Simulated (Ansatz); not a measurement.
# C2H3Cl2Si (SMILES [H]/[C]=C/[SiH](Cl)Cl) at UHF/def2-SVP

What is the energy change on altering one bond length of C2H3Cl2Si at UHF/def2-SVP? 

Program for the calculation: Ansatz 0.2.0.

61 further runs of the same task are left out: 61 set aside as unsound or not needed.

**1. The system as given**

C2H3Cl2Si: 8 atoms, total charge 0, spin state doublet. As SMILES, `[H]/[C]=C/[SiH](Cl)Cl`. The shape is that of a PBE0-D4/def2-TZVP optimisation. This is one conformer, not always the lowest.

Bond lengths: C1–C2 1.302 Å, C2–Si3 1.849 Å, Si3–Cl4 2.046 Å, Si3–Cl5 2.046 Å, C1–H6 1.081 Å, C2–H7 1.096 Å, Si3–H8 1.473 Å. Angles: C1–C2–Si3 119.3°, C2–Si3–Cl4 109.6°, C2–Si3–Cl5 109.6°, Cl4–Si3–Cl5 108.1°, C1–C2–H7 121.6°, Si3–C2–H7 119.1°, C2–C1–H6 140.4°, C2–Si3–H8 111.7°, Cl4–Si3–H8 108.9°, Cl5–Si3–H8 108.9°.

**2. A single-point energy at UHF/def2-SVP**

molecule.yaml reads:

```yaml
crystal:
  periodic: [false, false, false]
  atoms:
    - {symbol: C, position_ang: [-0.467200, 1.549800, 0.659300]}
    - {symbol: C, position_ang: [-0.193600, 0.279100, 0.737900]}
    - {symbol: Si, position_ang: [0.301600, -0.635800, -0.791100]}
    - {symbol: Cl, position_ang: [-1.013100, -2.166600, -1.130900]}
    - {symbol: Cl, position_ang: [2.164100, -1.443500, -0.534600]}
    - {symbol: H, position_ang: [-0.772500, 2.376400, 1.285600]}
    - {symbol: H, position_ang: [-0.249600, -0.262100, 1.689000]}
    - {symbol: H, position_ang: [0.322500, 0.245600, -1.971100]}
basis:
  gaussian:
    orbitals: def2-SVP
magnetization:
  spin_polarized: true
  initial_magnetization: 1
hamiltonian:
  xc: hf
accuracy: high
output: {orbitals: {seedname: orbitals}}
```

Started as:

```console
$ ansatz run molecule.yaml --threads 1 --pin off --max-ram 3480MiB --events-out events.jsonl --progress --plain --runs-dir runs
```

Standard output:

```text
Warning: RAYON_NUM_THREADS=1 ignored (pool sized by the plan → 1); use --threads N
Functional definition: HF
  name "HF"
  exchange = exact_x
  correlation = 0
2058 factors; integrals over basis functions are off by at most 5.3e-9 eV
mean field evaluation 1: about -34964.1945 eV, gradient 1.8e1 eV
mean field evaluation 2: about -34964.2074 eV, gradient 1.8e1 eV
mean field evaluation 4: about -34966.5965 eV, gradient 2.5e0 eV
mean field evaluation 8: about -34966.7491 eV, gradient 5.5e-1 eV
mean field evaluation 16: about -34966.7987 eV, gradient 2.1e-8 eV
mean field -34966.79873636 eV, -1285.0061522138 hartree, gradient 2.2e-8 eV, S^2 0.928654; 0 other end points of the search recorded, 0 dependent functions left out
reference -34966.79873636 eV, -1285.0061522138 hartree; 32, 31 occupied and 65, 66 virtual orbitals, 2058 factors
Total energy: -34966.79873636 eV, -1285.0061522138 hartree
```

Wall time 5.7 s (1 thread of Arm Neoverse V1, shared host); peak memory 0.42 GiB.

**3. The distorted shape, same level**

input.yaml reads:

```yaml
crystal:
  periodic: [false, false, false]
  atoms:
    - symbol: C
      position_ang: [-0.470334, 1.417614, 0.836268]
    - symbol: C
      position_ang: [-0.196734, 0.146914, 0.914868]
    - symbol: Si
      position_ang: [0.298466, -0.767986, -0.614132]
    - symbol: Cl
      position_ang: [-1.016234, -2.298786, -0.953932]
    - symbol: Cl
      position_ang: [2.160966, -1.575686, -0.357632]
    - symbol: H
      position_ang: [-0.775634, 2.244214, 1.462568]
    - symbol: H
      position_ang: [-0.252734, -0.394286, 1.865968]
    - symbol: H
      position_ang: [0.322500, 0.245600, -1.971100]
basis:
  gaussian:
    orbitals: def2-SVP
magnetization:
  spin_polarized: true
  initial_magnetization: 1
hamiltonian:
  xc: hf
accuracy: high
output: {orbitals: {seedname: orbitals}}
```

Started as:

```console
$ ansatz run input.yaml --threads 1 --pin off --max-ram 3480MiB --events-out events.jsonl --progress --plain --runs-dir runs
```

Standard output:

```text
Warning: RAYON_NUM_THREADS=1 ignored (pool sized by the plan → 1); use --threads N
[... 4 set-up lines as earlier in the session ...]
2045 factors; integrals over basis functions are off by at most 7.4e-9 eV
mean field evaluation 1: about -34963.7735 eV, gradient 1.8e1 eV
mean field evaluation 2: about -34963.7862 eV, gradient 1.8e1 eV
mean field evaluation 4: about -34966.1885 eV, gradient 2.6e0 eV
mean field evaluation 8: about -34966.3429 eV, gradient 5.5e-1 eV
mean field evaluation 16: about -34966.3929 eV, gradient 2.2e-8 eV
mean field -34966.39289178 eV, -1284.9912377004 hartree, gradient 2.3e-8 eV, S^2 0.928981; 0 other end points of the search recorded, 0 dependent functions left out
reference -34966.39289178 eV, -1284.9912377004 hartree; 32, 31 occupied and 65, 66 virtual orbitals, 2045 factors
Total energy: -34966.39289178 eV, -1284.9912377004 hartree
```

Run time: 6 s. Hardware: 1 thread of Arm Neoverse V1, shared host; peak memory 0.42 GiB.

**4. Results**

Level: UHF/def2-SVP.

```
                                                          quantity           value
                                         first shape: total energy  -1285.00615 Eh
                   first shape: HOMO energy (highest over α and β)       -10.90 eV
                    first shape: LUMO energy (lowest over α and β)         2.67 eV
                                                 first shape: ⟨S²⟩           0.929
                                     distorted shape: total energy  -1284.99124 Eh
               distorted shape: HOMO energy (highest over α and β)       -10.95 eV
                distorted shape: LUMO energy (lowest over α and β)         2.65 eV
                                             distorted shape: ⟨S²⟩           0.929
energy change with the Si3–H8 bond stretched from 1.473 to 1.694 Å        0.406 eV
```

**Reading.** With the Si3–H8 bond stretched from 1.473 to 1.694 Å the energy rises by 0.41 eV (39.2 kJ/mol). The first shape isn't relaxed at this level, so the change isn't measured from a minimum. ⟨S²⟩ (first shape) is 0.93 where a pure doublet has 0.75: the reference is spin-contaminated. ⟨S²⟩ (distorted shape) is 0.93 where a pure doublet has 0.75: the reference is spin-contaminated.
